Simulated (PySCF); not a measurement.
# BF3: a look at the electrons

Aim: take BF3 and analyse its density (charges, bond critical points, surface potential), see where an electron leaves and enters and measure its response to a uniform field.

The runs use PySCF 2.14.0; levels as typed in each script, gas phase, geometry from GFN2-xTB.

## (1) Starting geometry

SMILES `FB(F)F`, 4 atoms, charge 0, spin multiplicity 1.

Bond lengths: F1–B2 1.300 Å, B2–F3 1.300 Å, B2–F4 1.300 Å. Angles: F1–B2–F3 120.0°, F1–B2–F4 120.0°, F3–B2–F4 120.0°.

Coordinates:

```xyz
4
charge 0, multiplicity 1
F    -1.2997   -0.0422    0.0000
B     0.0000    0.0000    0.0000
F     0.6133    1.1467    0.0000
F     0.6864   -1.1045    0.0000
```

## (2) Density, bond paths and surface potential (PBE0/def2-tzvp)

input.py

```python
import numpy as np
from pyscf import gto, scf, dft
from pyscf.scf import atom_ks, atom_hf
from scipy.linalg import block_diag

def solve(mol, dm0=None, hcore=None):
    mf = (dft.UKS if mol.spin else dft.RKS)(mol, xc='pbe0')
    mf.grids.level = 3
    mf = mf.density_fit(auxbasis='def2-universal-jkfit')
    mf.conv_tol, mf.max_cycle = 1e-8, 80
    if hcore is not None:
        mf.get_hcore = lambda *args: hcore
    mf.kernel(dm0)
    if not mf.converged:
        mf = mf.newton().run(mf.mo_coeff, mf.mo_occ, max_cycle=30)
    assert mf.converged, 'SCF not converged'
    return mf

mol = gto.M(atom='''
F     -1.29971    -0.04218     0.00000
B      0.00002     0.00000     0.00000
F      0.61332     1.14667     0.00000
F      0.68638    -1.10449     0.00000
''', basis='def2-tzvp', charge=0, spin=0, verbose=4)
mf = solve(mol)
mf.analyze()
# spherically averaged free atoms, for the promolecule
atm = atom_ks.get_atm_nrks(mol, xc='pbe0')
pro = block_diag(*[(atm[a[0]][2] * atm[a[0]][3]) @ atm[a[0]][2].T for a in mol._atom])
np.savez('result.npz', e=mf.e_tot, c=mf.mo_coeff, occ=mf.mo_occ, eps=mf.mo_energy, pro=pro, dip=mf.dip_moment(verbose=0), s2=mf.spin_square()[0])
```

On the command line:

```sh
> OMP_NUM_THREADS=1 python input.py
```

## (4) Removing and adding an electron (PBE0/def2-tzvp)

input.py: that of step 2 with these lines changed.

```diff
@@ -25,3 +25,12 @@
 mf = solve(mol)
-mf.analyze()
+out = dict(e0=mf.e_tot, dm0=mf.make_rdm1(), c=mf.mo_coeff, occ=mf.mo_occ, eps=mf.mo_energy)
+for name, dq, spin in [('cation', 1, 1)]:
+    ion = mol.copy().set(charge=mol.charge + dq, spin=spin).build()
+    mi = solve(ion)
+    if spin and dq > 0 and mol.nao < 130:
+        c, _, stable, _ = mi.stability(return_status=True)
+        if not stable:
+            mi = solve(ion, mi.make_rdm1(c, mi.mo_occ))
+    print(name, 'vertical energy change / eV', (mi.e_tot - mf.e_tot) * 27.211386)
+    out.update({'e_' + name: mi.e_tot, 'dm_' + name: mi.make_rdm1(), 's2_' + name: mi.spin_square()[0], 'eps_' + name: mi.mo_energy, 'occ_' + name: mi.mo_occ})
 # spherically averaged free atoms, for the promolecule
@@ -29,2 +38,2 @@
 pro = block_diag(*[(atm[a[0]][2] * atm[a[0]][3]) @ atm[a[0]][2].T for a in mol._atom])
-np.savez('result.npz', e=mf.e_tot, c=mf.mo_coeff, occ=mf.mo_occ, eps=mf.mo_energy, pro=pro, dip=mf.dip_moment(verbose=0), s2=mf.spin_square()[0])
+np.savez('result.npz', pro=pro, **out)
```

## (6) Response to an electric field (PBE0/def2-tzvp)

input.py

```python
import numpy as np
from pyscf import gto, scf, dft
from pyscf.scf import atom_ks, atom_hf
from scipy.linalg import block_diag

def solve(mol, dm0=None, hcore=None):
    mf = (dft.UKS if mol.spin else dft.RKS)(mol, xc='pbe0')
    mf.grids.level = 3
    mf = mf.density_fit(auxbasis='def2-universal-jkfit')
    mf.conv_tol, mf.max_cycle = 1e-8, 80
    if hcore is not None:
        mf.get_hcore = lambda *args: hcore
    mf.kernel(dm0)
    if not mf.converged:
        mf = mf.newton().run(mf.mo_coeff, mf.mo_occ, max_cycle=30)
    assert mf.converged, 'SCF not converged'
    return mf

mol = gto.M(atom='''
F     -1.29971    -0.04218     0.00000
B      0.00002     0.00000     0.00000
F      0.61332     1.14667     0.00000
F      0.68638    -1.10449     0.00000
''', basis='def2-tzvp', charge=0, spin=0, verbose=4)
field = np.array([0.004, 0.0, 0.0])  # atomic units
mol.set_common_orig(mol.atom_charges() @ mol.atom_coords() / mol.atom_charges().sum())
mf = solve(mol)
out = dict(dm0=mf.make_rdm1(), d0=mf.dip_moment(unit='AU'), e0=mf.e_tot)
for name, sign in (('p', 1), ('m', -1)):
    h = mf.get_hcore() + sign * np.einsum('x,xij->ij', field, mol.intor('int1e_r'))
    mi = solve(mol, mf.make_rdm1(), h)
    out.update({'dm' + name: mi.make_rdm1(), 'd' + name: mi.dip_moment(unit='AU'), 'e' + name: mi.e_tot})
# spherically averaged free atoms, for the promolecule
atm = atom_ks.get_atm_nrks(mol, xc='pbe0')
pro = block_diag(*[(atm[a[0]][2] * atm[a[0]][3]) @ atm[a[0]][2].T for a in mol._atom])
np.savez('result.npz', pro=pro, **out)
```

(Steps that only read results are left out.)

Before running it: what results should come out? Wanted: dipole moment; HOMO, LUMO; vertical ionisation energy; polarisability along the field.

The runs gave:

| quantity | value |
| --- | --- |
| dipole moment (PBE0/def2-tzvp) | 0.00 D |
| HOMO, LUMO (PBE0/def2-tzvp) | -12.20, 0.50 eV |
| vertical ionisation energy (PBE0/def2-tzvp) | 15.25 eV |
| polarisability along the field (PBE0/def2-tzvp) | 15.4 bohr³ |

What this shows: At PBE0/def2-tzvp: The highest Hirshfeld charge is on B2 (+0.41 e), the lowest on F1, F3 and F4 (−0.14 e). The ionisation energy from two SCF runs, 15.25 eV, lies 3.0 eV above −ε(HOMO) = 12.20 eV of the same level, PBE0/def2-tzvp, since self-interaction lifts this functional's HOMO. The geometry was not optimised at these levels.
